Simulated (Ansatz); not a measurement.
This script drives the Python package of Ansatz (0.2.0).

`c2h4alcl.xyz`
```text
8

Cl   -0.20910   -1.04010    3.26860
Al    0.26880   -0.49350    1.17020
C     0.22410    0.84560   -0.31560
C    -0.14420   -0.51810   -0.75820
H     1.24750    1.12630   -0.73290
H    -0.54830    1.62330   -0.26630
H     0.51810   -1.04330   -1.43020
H    -1.26470   -0.55720   -0.99140
```

`c2h4alcl_field.py`:
```python
'''Dipole of C2H4AlCl in the field of point charges.'''

import ansatz
import numpy as np

molecule = ansatz.Crystal.molecule_from_extxyz('c2h4alcl.xyz')

base = (
    molecule.calculation()
    .basis(gaussian='def2-SVP')
    .functional('pbe')
    .forces()
)
# charges +q and -q at -R and +R make a nearly even field 2 k q / R^2 at the centre
centre = np.mean([site.position_ang for site in molecule.cartesian_sites], axis=0)
field = 2 * 14.399645 * 2.0 / 40.0 ** 2


def dipole(axis, sign):
    arm = 40.0 * np.eye(3)[axis]
    pair = [{'charge': sign * 2.0, 'position_ang': (centre - arm).tolist()}, {'charge': -sign * 2.0, 'position_ang': (centre + arm).tolist()}]
    deck = base.input().set(ansatz.key.basis.gaussian.point_charges, pair)
    return np.array(ansatz.Session.from_dict(deck).plan().execute().report['charge_distribution']['dipole_moment_e_ang'])


print(f'field {field:.4f} V/A')
alpha = np.array([(dipole(axis, 1) - dipole(axis, -1)) / (2 * field) * 14.399645 for axis in range(3)])
print('polarisability tensor (A^3)')
print(np.array2string(alpha, precision=3, suppress_small=True))
print(f'mean {np.trace(alpha) / 3:.3f} A^3 = {np.trace(alpha) / 3 / 0.14818471:.2f} bohr^3')
```

It is started by `python c2h4alcl_field.py`. Estimate its wall time and peak memory on 1 thread of Arm Neoverse V1 (shared host).

It took about 15 s, with a peak of 0.19 GiB, for 6 runs of the engine.

```console
$ python c2h4alcl_field.py
field 0.0360 V/A
polarisability tensor (A^3)
[[ 6.526  0.096 -0.014]
 [ 0.091  7.425 -1.888]
 [-0.027 -1.906 12.413]]
mean 8.788 A^3 = 59.31 bohr^3
```

The geometry is a force-field or estimated start, not a minimum of this method, and the basis set is short of its limit. The field of two point charges is only nearly even. Without diffuse functions polarisabilities are unreliable, as a rule too low, and they change with the bond lengths of this unrelaxed start.
